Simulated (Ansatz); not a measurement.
**CH₉N₃Si: basis-set convergence**

The task here is to estimate one member of a computed series from the others.

Computed with Ansatz 0.2.0, Gaussian basis. Level: one geometry, several basis sets.

Levels to be run: PBE0-D4/def2-SVP; ωB97M-V/def2-SVP; PBE0-D4/def2-QZVPP; ωB97M-V/def2-QZVPP; the functionals' def2-TZVPP values are taken from earlier runs.

### Structure used throughout

The geometry comes from an earlier relaxation with PBE0-D4 in a triple-zeta def2 set; it is a stationary point, not always the lowest conformer.

14 atoms, charge 0, spin multiplicity 1.

Atoms are counted from 1 here; the program's logs count them from 0.

Bond lengths: N1–C2 1.472 Å, N1–H6 1.014 Å, N1–H7 1.014 Å, C2–Si3 1.883 Å, C2–H8 1.095 Å, C2–H9 1.098 Å, Si3–N4 1.721 Å, Si3–N5 1.714 Å, Si3–H10 1.497 Å, N4–H11 1.008 Å, N4–H12 1.007 Å, N5–H13 1.005 Å, N5–H14 1.006 Å. Angles: C2–N1–H6 109.5°, C2–N1–H7 109.4°, H6–N1–H7 105.8°, N1–C2–Si3 114.3°, N1–C2–H8 108.5°, N1–C2–H9 108.6°, Si3–C2–H8 109.8°, Si3–C2–H9 110.4°, H8–C2–H9 104.8°, C2–Si3–N4 104.8°, C2–Si3–N5 115.8°, C2–Si3–H10 109.6°, N4–Si3–N5 106.0°, N4–Si3–H10 116.8°, N5–Si3–H10 104.3°, Si3–N4–H11 119.4°, Si3–N4–H12 120.2°, H11–N4–H12 110.9° and more.

The first run:

File in.yaml:

```yaml
crystal:
  periodic: [false, false, false]
  atoms:
    - {symbol: N, position_ang: [0.269203, -0.983440, 1.758880]}
    - {symbol: C, position_ang: [0.891540, 0.160405, 1.073536]}
    - {symbol: Si, position_ang: [0.101660, 0.595240, -0.579371]}
    - {symbol: N, position_ang: [0.374475, -0.782601, -1.574550]}
    - {symbol: N, position_ang: [-1.595536, 0.829896, -0.554672]}
    - {symbol: H, position_ang: [0.194737, -1.764108, 1.115428]}
    - {symbol: H, position_ang: [-0.682258, -0.745172, 2.015073]}
    - {symbol: H, position_ang: [0.855065, 1.027274, 1.741818]}
    - {symbol: H, position_ang: [1.961137, -0.048678, 0.944047]}
    - {symbol: H, position_ang: [0.647236, 1.900643, -1.068910]}
    - {symbol: H, position_ang: [-0.069931, -0.836276, -2.477249]}
    - {symbol: H, position_ang: [1.280064, -1.223727, -1.592110]}
    - {symbol: H, position_ang: [-1.999703, 1.745069, -0.458712]}
    - {symbol: H, position_ang: [-2.240489, 0.096378, -0.314606]}
basis:
  gaussian: {orbitals: def2-SVP}
hamiltonian: {xc: pbe0, dispersion: d4}
output: {orbitals: {seedname: orbitals}}
```

On the command line:

```
$ ansatz run in.yaml --threads 4 --pin off --events-out ev --progress --plain --max-ram 10444MiB
```

Steps of the session up to this table: PBE0-D4 in def2-SVP; ωB97M-V in def2-SVP; PBE0-D4 in def2-QZVPP; ωB97M-V in def2-QZVPP.

One table of the session follows, with a row left open; its other results are not shown here.

| functional | basis | HOMO (eV) | LUMO (eV) |
| --- | --- | --- | --- |
| PBE0-D4 | def2-SVP | -5.87 | 1.41 |
| PBE0-D4 | def2-TZVPP | ? | ? |
| PBE0-D4 | def2-QZVPP | -6.22 | 0.28 |
| ωB97M-V | def2-SVP | -8.17 | 3.04 |
| ωB97M-V | def2-TZVPP | -8.47 | 2.07 |
| ωB97M-V | def2-QZVPP | -8.54 | 1.43 |

Estimate the missing values for PBE0-D4, def2-TZVPP.

**Answer.** HOMO (eV): -6.15; LUMO (eV): 0.67. In the column «HOMO (eV)» it lies between PBE0-D4, def2-QZVPP (-6.22) and PBE0-D4, def2-SVP (-5.87).
